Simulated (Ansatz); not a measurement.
# Titanium, bcc under m-r²SCAN: ground state and equation of state

The plan for titanium in the bcc structure: relax it, solve it on a dense k-mesh, then scale the cell to 7 volumes from 88 to 112 % of the relaxed one and try a fit of the equation of state. The start is ferromagnetic. The k-meshes are 13×13×13 for the relaxation; 22×22×22 for the dense run; 22×22×22 for the volumes.

This is Ti in the bcc structure; at room conditions it is hcp.

Method: DFT m-r2SCAN, plane waves (500 eV) with PAW, scalar-relativistic; the PAW data stem from PBE, with regenerated cores; m-r²SCAN is r²SCAN on the gauge-invariant kinetic-energy density, in Ansatz 0.2.0.

**1. The system as given**

Symmetry: Im-3m, No. 229, cubic system. Conventional cell: a = 3.281 Å, b = 3.281 Å, c = 3.281 Å, α = 90.00°, β = 90.00°, γ = 90.00°. Ti (site symmetry m-3m) is surrounded by 8 Ti at 2.84 Å.

Structure file:

```
Ti
1.0
    -1.64045    1.64045    1.64045
     1.64045   -1.64045    1.64045
     1.64045    1.64045   -1.64045
Ti
1
Direct
  0.00000 0.00000 0.00000
```

The atoms start with moments of +1 μB.

**2. Relaxing cell and atoms**

The input, input.yaml:

```yaml
crystal:
  lattice:
    - [-1.6404466475, 1.6404466475, 1.6404466475]
    - [1.6404466475, -1.6404466475, 1.6404466475]
    - [1.6404466475, 1.6404466475, -1.6404466475]
  atoms:
    - { symbol: Ti, position: [0.0, 0.0, 0.0], spin: 1.0 }
hamiltonian:
  xc: mr2scan
  pseudopotentials:
    kind: paw
    azcp:
      Ti: "pseudopotentials/Ti.paw.azcp"
basis:
  ecutwfc: 500
  fft_grid_basis: typed
kpoints:
  mp_grid: { grid: [13, 13, 13], shift: [0, 0, 0] }
magnetization:
  spin_polarized: true
scf:
  occupations: { method: fermi_dirac, width: 0.05 }
relax:
  max_steps: 60
  f_tol: 0.01
  cell: {}
```

Further steps of the session: Dense single point; At 88 % of the relaxed volume; At 92 % of the relaxed volume; At 96 % of the relaxed volume; At 100 % of the relaxed volume; At 104 % of the relaxed volume; At 108 % of the relaxed volume; At 112 % of the relaxed volume.

Before running it: what results should come out? Wanted: space group; conventional cell; volume; shortest distance; gap on the mesh; magnetic state; relative to hcp.

The runs gave:

| quantity | value |
| --- | --- |
| space group (spins left aside) | Im-3m (No. 229) |
| conventional cell | a = 3.252 Å |
| volume | 17.201 Å³/atom |
| shortest distance | 2.817 Å |
| gap on the mesh | none (levels filled in part) |
| magnetic state | non-magnetic |
| relative to hcp | +137 meV/atom |

In words: The relaxation shrank the cell by 2.6 % in volume. It lies 137 meV/atom above the element's reference form at the same level (hcp, from a run of its own). The moments die out: the run ends non-magnetic. No gap shows: it is a metal or semimetal at this level. Relaxation kept the symmetry; phonons were not checked.
